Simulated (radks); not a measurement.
**Fractional charge and spin in the 3s shell of chlorine**

An exercise on one series of results from a longer session: the logs are not shown, and one member is left open.

The numbers are computed with radks (a radial shooting solver on a logarithmic mesh, Libxc functionals) version 1 (non-relativistic Kohn-Sham, PBE, spin-polarised, spherical densities, point nucleus), except any that are marked as measured or tabulated.

### The system

```
element       : chlorine (Z = 17)
configuration : [Ne] 3p(up 2.5, down 2.5) 3s(up 1, down 1)
```

A shell typed twice in an input gives spin up, then spin down.

The first run:

Settings of this run:

```text
Z 17
configuration [Ne] 3p2.5 3p2.5 3s1 3s1
relativity non-relativistic
functional pbe,pbe
spin polarised
nucleus point
```

Among the steps run: 3s: up 1, down 1.

One of the session's tables, all rows but one given; the rest of the session is left out.

It belongs to the step «3s: up 1, down 1». Radial moments (bohr):

```
level      <r>  outermost maximum (interpolated)  90 % within  nodes
   1s  0.09142                            0.0599        0.163      0
   2s   0.4463                             0.364        0.698      1
   2p   0.4076                             0.302        0.677      0
   3s        ?                                 ?            ?      ?
   3p    1.844                              1.43         2.93      1
```

Q: Estimate the row for 3s from the others.

**Answer.** <r>: 1.542; outermost maximum (interpolated): 1.29; 90 % within: 2.34; nodes: 2. In the column «<r>» it lies between 2s (0.4463) and 3p (1.844).
